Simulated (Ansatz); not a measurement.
**CH4OSSi: one species, many methods**

The task here is to estimate one member of a computed series from the others.

Method: functionals in def2-TZVPP, the program's frozen cores in correlated methods; program: Ansatz 0.2.0, Gaussian basis.

Plan: PBE-D4, r2SCAN-D4, PBE0-D4, B3LYP-D4, ωB97X-V, ωB97M-V, B2PLYP; CCSD(T)/def2-TZVPP; CCSD(T)/def2-QZVPP; extrapolation to the limit.

### The geometry

All runs share one geometry, relaxed beforehand with PBE0-D4 in a triple-zeta def2 set.

SMILES `CS[Si]O`, 8 atoms, charge 0, spin multiplicity 1.

Atoms are counted from 1 here; the program's logs count them from 0.

Bond lengths: C1–S2 1.813 Å, C1–H5 1.089 Å, C1–H6 1.092 Å, C1–H7 1.089 Å, S2–Si3 2.146 Å, Si3–O4 1.649 Å, O4–H8 0.961 Å. Angles: S2–C1–H5 109.2°, S2–C1–H6 110.5°, S2–C1–H7 109.2°, H5–C1–H6 109.2°, H5–C1–H7 109.5°, H6–C1–H7 109.2°, C1–S2–Si3 99.6°, S2–Si3–O4 101.1°, Si3–O4–H8 121.6°.

Geometry (Å):

```mol
CH4OSSi
  3D, bonds by distance, orders not assigned

  8  7  0  0  0  0  0  0  0  0999 V2000
    0.8297    0.8969   -0.9533 C   0  0
   -0.6809    0.0212   -0.4647 S   0  0
   -0.0115   -0.8437    1.3815 Si  0  0
   -1.3653   -1.6541    1.8621 O   0  0
    1.1681    0.5160   -1.9156 H   0  0
    1.6167    0.7473   -0.2105 H   0  0
    0.6144    1.9608   -1.0379 H   0  0
   -2.1712   -1.6444    1.3385 H   0  0
  1  2  8  0
  2  3  8  0
  3  4  8  0
  1  5  8  0
  1  6  8  0
  1  7  8  0
  4  8  8  0
M  END
```

Set-up of the first run:

in.yaml reads:

```yaml
crystal:
  periodic: [false, false, false]
  atoms:
    - {symbol: C, position_ang: [0.829698, 0.896858, -0.953297]}
    - {symbol: S, position_ang: [-0.680943, 0.021211, -0.464732]}
    - {symbol: Si, position_ang: [-0.011486, -0.843662, 1.381497]}
    - {symbol: O, position_ang: [-1.365302, -1.654131, 1.862071]}
    - {symbol: H, position_ang: [1.168117, 0.515969, -1.915553]}
    - {symbol: H, position_ang: [1.616669, 0.747286, -0.210546]}
    - {symbol: H, position_ang: [0.614439, 1.960837, -1.037905]}
    - {symbol: H, position_ang: [-2.171192, -1.644359, 1.338454]}
basis:
  gaussian: {orbitals: def2-TZVPP}
hamiltonian: {xc: pbe, dispersion: d4}
output: {forces: true, orbitals: {seedname: orbitals}}
```

Command:

```console
ansatz run in.yaml --threads 2 --pin off --events-out ev --progress --plain --max-ram 32768MiB --backend cpu
```

Among the steps run: PBE-D4 (GGA); r2SCAN-D4 (meta-GGA); PBE0-D4 (hybrid); B3LYP-D4 (hybrid); ωB97X-V (range-separated); ωB97M-V (range-separated); B2PLYP (double hybrid); CCSD(T) in def2-TZVPP; CCSD(T) in def2-QZVPP.

One of the session's tables, all rows but one given; the rest of the session is left out.

| method | atomisation energy (kcal/mol) |
| --- | --- |
| PBE-D4 | 709.1 |
| r2SCAN-D4 | 695.9 |
| PBE0-D4 | 693.1 |
| B3LYP-D4 | 692.8 |
| ωB97X-V | 696.4 |
| ωB97M-V | 700.0 |
| B2PLYP | 685.1 |
| HF/def2-TZVPP | 489.8 |
| MP2/def2-TZVPP | 686.9 |
| CCSD/def2-TZVPP | 661.3 |
| CCSD(T)/def2-TZVPP | ? |
| MP2/CBS | 709.0 |
| CCSD(T)/CBS | 695.9 |

Estimate the missing values for CCSD(T)/def2-TZVPP.

**Answer.** atomisation energy (kcal/mol): 673.8. In the column «atomisation energy (kcal/mol)» it lies between CCSD/def2-TZVPP (661.3) and B2PLYP (685.1).

To keep in mind: Free atoms (1 C, 1 S, 1 Si, 1 O, 4 H) were run apart at each level; the atomisation energy is their sum less the molecule, without zero-point or spin-orbit terms.
